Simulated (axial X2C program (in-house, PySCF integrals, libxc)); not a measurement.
# SrN⁺: from the state search to constants

What are the state, bond length, wavenumber and bond energy of SrN⁺, and what does spin–orbit coupling change?

Program: an in-house X2C program for linear molecules on PySCF integrals. Level of theory: all-electron X2C, Sr dyall-cv3z, N dyall-av3z. These are calculated values, not measurements.

### Step 1. Set-up

task.json reads:

```json
{"zs": [38, 7], "q": 1, "bas": ["dyall-cv3z", "dyall-av3z"], "levels": ["PBE0", "HF", "M06"], "cc": true, "r0": 2.17, "thr": -2.0, "nmax": 90, "npts": 10, "nst": 2, "ntry": 6}
```

Keys: zs atomic numbers; q charge; bas basis sets; levels methods (HF also brings MP2); cc coupled cluster on or off; r0 starting distance in Å; thr threshold in hartree for freezing inner shells (an s shell follows its p shell); nmax most natural virtual spinors; npts points asked for on the curve; nst determinants followed; ntry starts of the search.

Run with:

```bash
$ python so2c.py task.json out
```

Spin-free means the one-electron spin-free X2C Hamiltonian; two-component (2c) means X2C with spin–orbit coupling and atomic mean-field two-electron Coulomb and Gaunt terms. Basis: Sr dyall-cv3z contracted to [13s12p8d5f1g], N dyall-av3z contracted to [7s7p3d2f]; Gaussian nuclei, density fitting. Masses: Sr 87.906 u, N 14.003 u.

Notation: σ, π±, δ± give the projection m of an orbital's angular momentum (0, ±1, ±2), α and β its spin, Λ and M_S the sums; ω is the projection of a spinor's total angular momentum and Ω the sum. Logs are in hartree.

The results follow Hamiltonian by Hamiltonian and level by level.

### Step 2. Which state to follow

PBE0 moves the distance from 2.170 Å to 2.284 Å and compares determinants there.

Spin-free determinants:

```csv
ΔE (eV),state,open shells
0.00,"M_S = 1, Λ = 0","beyond closed shells: π+α, π-α"
0.34,"M_S = 1, Λ = 1","beyond closed shells: σα, π+α, π+β, π-α"
0.86,"M_S = 0, Λ = 1","beyond closed shells: σβ, π+α, π+β, π-α"
1.49,"M_S = 0, Λ = 2","beyond closed shells: π+α, π+β"
1.49,"M_S = 0, Λ = 0","beyond closed shells: π+β, π-α"
2.12,"M_S = 2, Λ = 0","beyond closed shells: 2 × σα, π+α, π-α"
3.29,"M_S = 0, Λ = 0","beyond closed shells: 2 × σβ, π+α, π-α"
```

Two-component determinants:

| ΔE (eV) | state | open shells |
| --- | --- | --- |
| 0.00 | Ω = 1 | excess of +ω over −ω: ω = -1/2, ω = 3/2 |
| 0.33 | Ω = 2 | excess of +ω over −ω: ω = 1/2, ω = 3/2 |
| 0.86 | Ω = 1 | excess of +ω over −ω: 2 × ω = 1/2 |
| 1.47 | Ω = 0 | closed shell |
| 1.50 | Ω = 0 | closed shell |
| 3.29 | Ω = 0 | excess of +ω over −ω: 3 × ω = 1/2, ω = -3/2 |
| 3.76 | Ω = 3 | excess of +ω over −ω: 2 × ω = 3/2 |

### Step 3. PBE0, spin-free

State followed: M_S = 1, Λ = 0 (beyond closed shells: π+α, π-α). The scan is laid around 2.284 Å, a first estimate of the minimum, and this SCF restarts from the orbitals of the search.

The SCF at the reference distance of 2.284 Å:

```text
spin-free X2C-1e  PBE0
basis functions 190  fitting functions 973  grid points 5083
iter        total energy     max residual
   1      -3233.403544841     5.53e-06
   2      -3233.403544842     6.39e-06
converged
one-electron -4586.54810724  Coulomb 1403.84090929  exact exchange -27.62551688  xc functional -84.70004984  nuclear repulsion 61.62921984
```

Along the bond, energies from the lowest point:

```
R (Å)  E (eV)  μ (D)  HOMO (eV)  LUMO (eV)  iterations
2.078  0.2570  -6.00     -10.51      -7.22          12
2.147  0.1004  -6.34     -10.37      -6.99          12
2.216  0.0206  -6.63     -10.23      -6.78          12
2.284  0.0000  -6.89     -10.11      -6.84           2
2.364  0.0322  -7.12      -9.96      -6.90          12
2.444  0.1077  -7.29      -9.83      -6.98          13
2.547  0.2451  -7.35      -9.68      -7.07          14
```

Dipoles are positive if N is the positive end and refer to the centre of mass.

Outer orbitals at the reference distance:

```json
{"symmetry": "π+α", "occupied": "yes", "ε (eV)": "-30.39", "atomic character": "99% Sr p"}
{"symmetry": "π-α", "occupied": "yes", "ε (eV)": "-30.39", "atomic character": "99% Sr p"}
{"symmetry": "σα", "occupied": "yes", "ε (eV)": "-30.37", "atomic character": "90% Sr p, 4% N s, 3% N p"}
{"symmetry": "π-β", "occupied": "yes", "ε (eV)": "-30.36", "atomic character": "99% Sr p"}
{"symmetry": "π+β", "occupied": "yes", "ε (eV)": "-30.36", "atomic character": "99% Sr p"}
{"symmetry": "σβ", "occupied": "yes", "ε (eV)": "-30.22", "atomic character": "93% Sr p, 2% N p"}
{"symmetry": "σα", "occupied": "yes", "ε (eV)": "-24.27", "atomic character": "78% N s, 9% Sr p, 7% Sr d"}
{"symmetry": "σβ", "occupied": "yes", "ε (eV)": "-20.64", "atomic character": "78% N s, 8% Sr d, 6% Sr p"}
{"symmetry": "π-α", "occupied": "yes", "ε (eV)": "-12.50", "atomic character": "88% N p, 7% Sr d, 3% Sr f"}
{"symmetry": "π+α", "occupied": "yes", "ε (eV)": "-12.50", "atomic character": "88% N p, 7% Sr d, 3% Sr f"}
{"symmetry": "σα", "occupied": "yes", "ε (eV)": "-11.23", "atomic character": "82% N p, 10% Sr d, 4% Sr s"}
{"symmetry": "σβ", "occupied": "yes", "ε (eV)": "-10.11", "atomic character": "77% N p, 12% Sr d, 5% Sr s"}
{"symmetry": "σα", "occupied": "no", "ε (eV)": "-6.84", "atomic character": "70% Sr s, 9% Sr d, 8% Sr p"}
{"symmetry": "σβ", "occupied": "no", "ε (eV)": "-6.81", "atomic character": "67% Sr s, 11% Sr p, 10% Sr d"}
{"symmetry": "π+β", "occupied": "no", "ε (eV)": "-6.61", "atomic character": "59% N p, 37% Sr d"}
{"symmetry": "π-β", "occupied": "no", "ε (eV)": "-6.61", "atomic character": "59% N p, 37% Sr d"}
```

PBE0 fields in the half plane through the axis: z from -2.4 to 4.5 Å across, distance from the axis 0.15 to 2.25 Å upwards; Sr lies at z = 0 and N at z = 2.284 Å; the ELF is damped to zero where the density is low.

log10 density (e/bohr³). Ten even steps from '0' (-4.99 ) to '9' (1.53 ):
```
000011111111222221111000
011111222222222222221100
111222333333333333322110
122233444443444444333211
122344555554445555443321
223445666665555665544322
233456677766566666654322
233456789876566787654332
```

ELF. Ten even steps from ' ' (0.00 ) to '@' (0.96 ):
```
                                                
                          ....                  
                          ::::::........        
            ::--==--    ..============--::..    
        ..--++##%%##--  ..++******####**++--    
  ....::--**%%%%%%%%##::::##%%%%%%%%%%%%##++::  
..::::--**%%%%--::--%%==--%%@@####@@@@@@%%**==  
..::--==##%%++**--**++++--@@@@..::@@@@@@%%##==..
```

Re = 2.278 Å, ωe = 470 cm⁻¹, ωexe = 2.9 cm⁻¹, Be = 0.269 cm⁻¹, De = 1.58 eV, μ = -6.87 D.

### Step 4. HF, spin-free

The SCF at the reference distance of 2.284 Å:

```text
spin-free X2C-1e  HF
basis functions 190  fitting functions 973  grid points 5083
iter        total energy     max residual
   1      -3231.580045639     2.81e-01
   2      -3231.602614688     5.37e-03
   3      -3231.603423148     1.61e-03
   4      -3231.603531790     7.98e-04
   5      -3231.603556560     2.64e-04
   6      -3231.603562747     1.50e-04
   7      -3231.603564346     9.11e-05
   8      -3231.603565375     3.45e-05
   9      -3231.603565591     1.80e-05
  10      -3231.603565629     8.61e-06
  11      -3231.603565636     3.35e-06
  12      -3231.603565637     1.18e-06
converged
one-electron -4586.04296196  Coulomb 1403.41781581  exact exchange -110.60763932  xc functional 0.00000000  nuclear repulsion 61.62921984
```

No constants are quoted: too few points lie around the minimum for a second fit to confirm the first.

### Step 5. M06, spin-free

Output at 2.284 Å:

```text
spin-free X2C-1e  M06
basis functions 190  fitting functions 973  grid points 5083
iter        total energy     max residual
   1      -3233.742829822     1.37e-01
   2      -3233.747339130     3.97e-03
   3      -3233.746679805     7.23e-03
   4      -3233.747746897     5.07e-04
   5      -3233.747754882     2.38e-04
   6      -3233.747755944     5.33e-05
   7      -3233.747756223     1.27e-05
   8      -3233.747756247     4.59e-06
   9      -3233.747756251     1.68e-06
  10      -3233.747756251     5.74e-07
converged
one-electron -4586.56921677  Coulomb 1403.89055696  exact exchange -29.84424555  xc functional -82.85407072  nuclear repulsion 61.62921984
```

Re = 2.289 Å, ωe = 465 cm⁻¹, ωexe = 2.41 cm⁻¹, Be = 0.2664 cm⁻¹, De = 1.68 eV, μ = -7.04 D.

### Step 6. Correlated methods, spin-free

Correlated methods: 14 electrons correlated (frozen shells, counted by type: Sr 3 s, 2 p, 1 d; N 1 s), 264 virtual spinors in MP2, 90 natural virtuals in coupled cluster.

Output of the correlated part at 2.284 Å:

```text
correlated 14  virtual 264  natural virtual 90  E(MP2) -0.354071704  MP2 remainder -0.017013355
iter   CCSD correlation   residual
   1     -0.359614590   9.25e-02
   2     -0.365778316   3.85e-02
   3     -0.368047602   1.72e-02
   4     -0.368054762   6.37e-03
   5     -0.368074822   2.46e-03
   6     -0.368096380   1.12e-03
   7     -0.368093709   4.13e-04
   8     -0.368096705   1.48e-04
   9     -0.368095121   5.08e-05
  10     -0.368094803   1.96e-05
  11     -0.368094588   8.44e-06
  12     -0.368094573   3.63e-06
(T) -0.011295069  T1 0.0182  D1 0.0364  max T2 0.049
```

T1 in the output is the amplitude norm over the root of the electron number; divide by √2 for the Lee–Taylor value.

MP2: No constants are quoted: too few points lie around the minimum for a second fit to confirm the first.

CCSD: No constants are quoted: too few points lie around the minimum for a second fit to confirm the first.

CCSD(T): No constants are quoted: too few points lie around the minimum for a second fit to confirm the first.

### Step 7. A higher determinant, spin-free

State: M_S = 1, Λ = 1 (beyond closed shells: σα, π+α, π+β, π-α).

Output at the reference distance:

```text
spin-free X2C-1e  PBE0
basis functions 190  fitting functions 973  grid points 5083
iter        total energy     max residual
   1      -3233.391049488     3.40e-06
   2      -3233.391049489     5.47e-06
converged
one-electron -4586.03719395  Coulomb 1403.30141472  exact exchange -27.61665554  xc functional -84.66783455  nuclear repulsion 61.62921984
```

```
R (Å)  E above the lowest PBE0 point (eV)
2.078                               0.202
2.147                               0.192
2.216                               0.243
2.284                               0.340
2.364                               0.496
2.444                               0.683
2.547                               0.951
```

Re = 2.122 Å, ωe = 566 cm⁻¹, Be = 0.3099 cm⁻¹, μ = -6.37 D. Te = 0.19 eV.

### Step 8. The spin-free curves together

Energy (eV) of the followed determinant, spin-free, from each level's lowest point:

```
R (Å)   PBE0     HF    MP2   CCSD  CCSD(T)    M06
2.078  0.257  0.386  0.313  0.338    0.339  0.280
2.147  0.100  0.178  0.135  0.151    0.153  0.116
2.216  0.021  0.056  0.037  0.045    0.046  0.028
2.284  0.000  0.000  0.000  0.000    0.000  0.000
2.364  0.032  0.000  0.016  0.007    0.005  0.024
2.444  0.108  0.049  0.079  0.060    0.055  0.094
2.547  0.245    n/a    n/a    n/a      n/a  0.229
```

### Step 9. PBE0, 2c

State followed: Ω = 1 (excess of +ω over −ω: ω = -1/2, ω = 3/2). The scan is laid around 2.284 Å, a first estimate of the minimum, and this SCF restarts from the orbitals of the search.

Output at 2.284 Å:

```text
two-component X2C + atomic mean field  PBE0
basis functions 190  fitting functions 973  grid points 5083
iter        total energy     max residual
   1      -3232.223453657     6.92e-06
   2      -3232.223453660     5.67e-06
   3      -3232.223453661     3.12e-06
converged
one-electron -4583.42181516  Coulomb 1403.17536517  exact exchange -27.61215282  xc functional -84.65990465  nuclear repulsion 61.62921984  atomic mean-field constant -1.33416603
```

Along the bond, energies from the lowest point:

```
R (Å)  E (eV)  μ (D)  HOMO (eV)  LUMO (eV)  iterations
2.078  0.2563  -6.00     -10.52      -7.24          12
2.147  0.0999  -6.33     -10.37      -7.00          12
2.216  0.0204  -6.63     -10.24      -6.80          12
2.284  0.0000  -6.88     -10.11      -6.84           3
2.364  0.0324  -7.12      -9.97      -6.90          13
2.444  0.1081  -7.28      -9.83      -6.98          13
2.547  0.2457  -7.35      -9.68      -7.07          14
```

Dipoles are positive if N is the positive end and refer to the centre of mass.

Outer spinors at the reference distance:

```tsv
ω	occupied	ε (eV)	atomic character	λ mixture
1/2	yes	-31.10	96% Sr p	67% π, 33% σ
-1/2	yes	-31.08	97% Sr p	73% π, 27% σ
1/2	yes	-30.00	92% Sr p, 4% N s	67% σ, 33% π
3/2	yes	-29.99	98% Sr p	100% π
-3/2	yes	-29.96	98% Sr p	100% π
-1/2	yes	-29.89	94% Sr p	73% σ, 27% π
1/2	yes	-24.27	78% N s, 9% Sr p, 7% Sr d	100% σ
-1/2	yes	-20.64	78% N s, 8% Sr d, 6% Sr p	100% σ
-1/2	yes	-12.51	88% N p, 7% Sr d, 3% Sr f	100% π
3/2	yes	-12.50	88% N p, 7% Sr d, 3% Sr f	100% π
1/2	yes	-11.24	82% N p, 10% Sr d, 4% Sr s	100% σ
-1/2	yes	-10.11	77% N p, 12% Sr d, 5% Sr s	100% σ
1/2	no	-6.84	70% Sr s, 9% Sr d, 8% Sr p	100% σ
-1/2	no	-6.81	67% Sr s, 11% Sr p, 10% Sr d	100% σ
1/2	no	-6.62	59% N p, 37% Sr d	100% π
-3/2	no	-6.60	59% N p, 37% Sr d	100% π
```

PBE0 fields in the half plane through the axis: z from -2.4 to 4.5 Å across, distance from the axis 0.15 to 2.25 Å upwards; Sr lies at z = 0 and N at z = 2.284 Å; the ELF is damped to zero where the density is low.

log10 density (e/bohr³). Ten even steps from '0' (-4.99 ) to '9' (1.53 ):
```
000011111111222221111000
011112222222222222221100
111222333333333333322110
122233444443444444333211
122344555554445555443321
223445666665555665544322
233456677766566666654322
233456789876566787654332
```

ELF. Ten even steps from '0' (0.00 ) to '9' (0.96 ):
```
000000000000000000000000
000000000000011000000000
000000000000022211110000
000000234300144444432100
000013578730156667765300
011236888872278888887520
122368822384389779998640
123478563655399129998741
```

Re = 2.278 Å, ωe = 470 cm⁻¹, ωexe = 2.89 cm⁻¹, Be = 0.2691 cm⁻¹, De = 1.58 eV, μ = -6.86 D.

### Step 10. HF, 2c

Output at 2.284 Å:

```text
two-component X2C + atomic mean field  HF
basis functions 190  fitting functions 973  grid points 5083
iter        total energy     max residual
   1      -3230.400007459     2.82e-01
   2      -3230.422573904     5.40e-03
   3      -3230.423383499     1.61e-03
   4      -3230.423492352     8.01e-04
   5      -3230.423517179     2.64e-04
   6      -3230.423523394     1.51e-04
   7      -3230.423525011     9.18e-05
   8      -3230.423526057     3.47e-05
   9      -3230.423526275     1.80e-05
  10      -3230.423526314     8.58e-06
  11      -3230.423526320     3.33e-06
  12      -3230.423526321     1.47e-06
converged
one-electron -4582.91490669  Coulomb 1402.75043770  exact exchange -110.55411113  xc functional 0.00000000  nuclear repulsion 61.62921984  atomic mean-field constant -1.33416603
```

No constants are quoted: too few points lie around the minimum for a second fit to confirm the first.

### Step 11. M06, 2c

The SCF at the reference distance of 2.284 Å:

```text
two-component X2C + atomic mean field  M06
basis functions 190  fitting functions 973  grid points 5083
iter        total energy     max residual
   1      -3232.562784738     1.37e-01
   2      -3232.567299669     3.98e-03
   3      -3232.566639543     7.26e-03
   4      -3232.567708029     5.08e-04
   5      -3232.567716020     2.39e-04
   6      -3232.567717082     5.33e-05
   7      -3232.567717362     1.27e-05
   8      -3232.567717386     4.60e-06
   9      -3232.567717389     1.68e-06
  10      -3232.567717389     5.73e-07
converged
one-electron -4583.44240890  Coulomb 1403.22450874  exact exchange -29.82981543  xc functional -82.81505560  nuclear repulsion 61.62921984  atomic mean-field constant -1.33416603
```

Re = 2.289 Å, ωe = 465 cm⁻¹, ωexe = 2.41 cm⁻¹, Be = 0.2665 cm⁻¹, De = 1.68 eV, μ = -7.03 D.

### Step 12. Correlated methods, 2c

Correlated methods: 14 electrons correlated (frozen shells, counted by type: Sr 3 s, 2 p, 1 d; N 1 s), 264 virtual spinors in MP2, 90 natural virtuals in coupled cluster.

Output of the correlated part at 2.284 Å:

```text
correlated 14  virtual 264  natural virtual 90  E(MP2) -0.354092328  MP2 remainder -0.017011242
iter   CCSD correlation   residual
   1     -0.359626973   9.25e-02
   2     -0.365793159   3.85e-02
   3     -0.368064333   1.72e-02
   4     -0.368071496   6.37e-03
   5     -0.368091689   2.46e-03
   6     -0.368113274   1.12e-03
   7     -0.368110597   4.14e-04
   8     -0.368113602   1.49e-04
   9     -0.368112015   5.12e-05
  10     -0.368111696   2.01e-05
  11     -0.368111480   9.04e-06
  12     -0.368111465   4.45e-06
(T) -0.011300743  T1 0.0182  D1 0.0365  max T2 0.050
```

MP2: No constants are quoted: too few points lie around the minimum for a second fit to confirm the first.

CCSD: No constants are quoted: too few points lie around the minimum for a second fit to confirm the first.

CCSD(T): No constants are quoted: too few points lie around the minimum for a second fit to confirm the first.

### Step 13. A higher determinant, 2c

State: Ω = 2 (excess of +ω over −ω: ω = 1/2, ω = 3/2).

Output at the reference distance:

```text
two-component X2C + atomic mean field  PBE0
basis functions 190  fitting functions 973  grid points 5083
iter        total energy     max residual
   1      -3232.211192605     5.57e-06
   2      -3232.211192605     4.88e-06
converged
one-electron -4582.91313538  Coulomb 1402.63786654  exact exchange -27.60327694  xc functional -84.62770064  nuclear repulsion 61.62921984  atomic mean-field constant -1.33416603
```

```
R (Å)  E above the lowest PBE0 point (eV)
2.078                               0.194
2.147                               0.185
2.216                               0.236
2.284                               0.334
2.364                               0.490
2.444                               0.677
2.547                               0.945
```

Re = 2.121 Å, ωe = 566 cm⁻¹, Be = 0.3101 cm⁻¹, μ = -6.36 D. Te = 0.18 eV.

### Step 14. The 2c curves together

Energy (eV) of the followed determinant, 2c, from each level's lowest point:

```
R (Å)   PBE0     HF    MP2   CCSD  CCSD(T)    M06
2.078  0.256  0.385  0.312  0.337    0.338  0.279
2.147  0.100  0.178  0.135  0.151    0.152  0.115
2.216  0.020  0.055  0.037  0.044    0.045  0.028
2.284  0.000  0.000  0.000  0.000    0.000  0.000
2.364  0.032  0.000  0.016  0.007    0.005  0.024
2.444  0.108  0.049  0.079  0.060    0.055  0.095
2.547  0.246    n/a    n/a    n/a      n/a  0.230
```

The whole job took 3.4 min on 1 thread of Intel Xeon 6975P-C (Granite Rapids), shared host.

### Step 15. What came out

Lowest determinant that the search found at its distance, spin-free: M_S = 1, Λ = 0 (beyond closed shells: π+α, π-α).

Lowest determinant that the search found at its distance, 2c: Ω = 1 (excess of +ω over −ω: ω = -1/2, ω = 3/2).

```tsv
Hamiltonian	level	Re (Å)	ωe (cm⁻¹)	De (eV)	μ (D)
spin-free	PBE0	2.278	470	1.58	-6.87
spin-free	M06	2.289	465	1.68	-7.04
2c	PBE0	2.278	470	1.58	-6.86
2c	M06	2.289	465	1.68	-7.03
```

Dipoles are positive if N is the positive end and refer to the centre of mass. No constants: spin-free HF (too few points lie around the minimum for a second fit to confirm the first); spin-free MP2 (too few points lie around the minimum for a second fit to confirm the first); spin-free CCSD (too few points lie around the minimum for a second fit to confirm the first); spin-free CCSD(T) (too few points lie around the minimum for a second fit to confirm the first); 2c HF (too few points lie around the minimum for a second fit to confirm the first); 2c MP2 (too few points lie around the minimum for a second fit to confirm the first); 2c CCSD (too few points lie around the minimum for a second fit to confirm the first); 2c CCSD(T) (too few points lie around the minimum for a second fit to confirm the first).

Time per point (s) on 1 thread of Intel Xeon 6975P-C (Granite Rapids), shared host (2c runs); the times are rough: PBE0 0.8, M06 1.3.

What this shows: At PBE0, going from spin-free to two-component changes Re by 0 mÅ, ωe by 0.0 %; the spin-free picture holds up (part of it comes from the scalar share of the two-electron terms). De moves by 0.00 eV; both De rest on single-determinant atoms, which can miss part of an open shell's spin–orbit lowering.

De refers to Sr+ + N, each in the lowest determinant found, which need not be this curve's own limit. The state is a single determinant with fixed occupations, the lowest that a limited PBE0 search found. De is counted from the lowest determinant-based energies of the atoms at the same level, without counterpoise correction. Density functionals use the spin component along the axis (collinear). The meta-GGAs lack a current-density term, which matters for open shells with orbital currents, atoms included. With several unpaired electrons one determinant need not be a pure state.
